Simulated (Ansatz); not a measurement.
# W (sc type): the cost of one run

Program: Ansatz 0.2.0. Level of theory: DFT LDA, with the methods named in each step. These are calculated values, not measurements.

This is W in the simple cubic structure; at room conditions it is bcc.

## 1. The structure to begin with

Symmetry: Pm-3m, No. 221, cubic system. Conventional cell: a = 2.595 Å, b = 2.595 Å, c = 2.595 Å, α = 90.00°, β = 90.00°, γ = 90.00°. W (site symmetry m-3m) is surrounded by 6 W at 2.60 Å.

As a file:

```cif
data_structure
_symmetry_space_group_name_H-M 'Pm-3m'
_symmetry_Int_Tables_number 221
_cell_length_a 2.5955
_cell_length_b 2.5955
_cell_length_c 2.5955
_cell_angle_alpha 90.000
_cell_angle_beta 90.000
_cell_angle_gamma 90.000
_cell_volume 17.48
loop_
_atom_site_label
_atom_site_type_symbol
_atom_site_symmetry_multiplicity
_atom_site_Wyckoff_symbol
_atom_site_fract_x
_atom_site_fract_y
_atom_site_fract_z
_atom_site_occupancy
W1 W 1 a 0.00000 0.00000 0.00000 1
```

The file gives the conventional cell by its symmetry; the runs use the cell typed in the input.

Whether this phase is the stable one at these pressures isn't tested.

## 2. The reference volume, LAPW

input.yaml

```yaml
crystal:
  lattice:
    - [2.5954848852, 0.0, 0.0]
    - [0.0, 2.5954848852, 0.0]
    - [0.0, 0.0, 2.5954848852]
  atoms:
    - { symbol: W, position: [0.0, 0.0, 0.0] }
kpoints:
  mp_grid: { grid: [15, 15, 15] }
  band_path:
    path:
      - [0.0, 0.0, 0.0]
      - [0.0, 0.5, 0.0]
      - [0.5, 0.5, 0.0]
      - [0.0, 0.0, 0.0]
      - [0.5, 0.5, 0.5]
      - [0.0, 0.5, 0.0]
      - [0.5, 0.5, 0.5]
      - [0.5, 0.5, 0.0]
    npoints: 14
scf:
  occupations: { method: fermi_dirac, width: 0.08 }
hamiltonian:
  xc: lda
  pseudopotentials: { kind: all_electron, lapw: { basis_error: 0.001 } }
output:
  forces: true
  stress: true
  eigenvalues: true
  populations: true
  dos: { projected: true, de: 0.2, e_range: [-14, 8] }
```

Run with:

```sh
$ ansatz run input.yaml --threads 1 --pin off --max-ram 2048MiB --backend cpu --events-out ev --progress --plain --runs-dir out
```

What time and memory should one allow on 1 thread of AMD EPYC 7R43 (Zen 3), shared host?

About 21 s, with a peak of 0.41 GiB.
